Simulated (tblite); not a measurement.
# C5H7GeN3S: the cost of one run

The runs use tblite 0.8.0 and PySCF 2.14.0, with density-fitted response routines of our own; the level of theory stands in each step. All values are computed, except where a source is named. Atoms count from 0, in the outputs and in this text.

### Step 1. Starting geometry

17 atoms, charge 0, multiplicity 1; geometry from: force field or distance geometry start.

Bonds of the start (Å): N0–C1 1.16, C1–Ge2 1.89, Ge2–N3 1.87, Ge2–N4 1.87, Ge2–C5 1.90, C5–C6 1.39, C6–C7 1.40, C7–C8 1.40, C8–S9 1.69, S9–C5 1.67, N3–H10 1.04, N3–H11 1.06, N4–H12 1.05, N4–H13 1.06, C6–H14 1.09, C7–H15 1.08, C8–H16 1.08.

### Step 2. Geometry optimisation with GFN2-xTB

What the job is given:

```
{"job": {"kind": "relax", "xc": "GFN2-xTB", "basis": "xTB"}, "charge": 0, "multiplicity": 1}
N     -2.465300    -0.609100     2.800400
C     -2.094500    -0.416500     1.716100
Ge    -1.450300    -0.121200    -0.030800
N     -2.094300    -1.454900    -1.167700
N     -2.073100     1.534800    -0.629200
C      0.453300    -0.124200    -0.040900
C      1.274200     0.365900     0.968000
C      2.641800     0.301300     0.659900
C      2.894500    -0.229200    -0.605400
S      1.413800    -0.603500    -1.325500
H     -1.724200    -1.259100    -2.114800
H     -1.649300    -2.355500    -0.844200
H     -1.650000     2.260400    -0.005000
H     -1.659600     1.678100    -1.590100
H      0.894300     0.768000     1.907600
H      3.413500     0.630700     1.338700
H      3.868200    -0.353900    -1.046900
```

On the command line:

```sh
$ OMP_NUM_THREADS=1 python probes_run.py task.json out
```

This one command runs all jobs of the session in turn.

**Question.** How long does this first job take on 1 thread of Arm Neoverse N1, shared host, and how much memory does it need?

About 1.9 s, with a peak of 0.18 GiB.
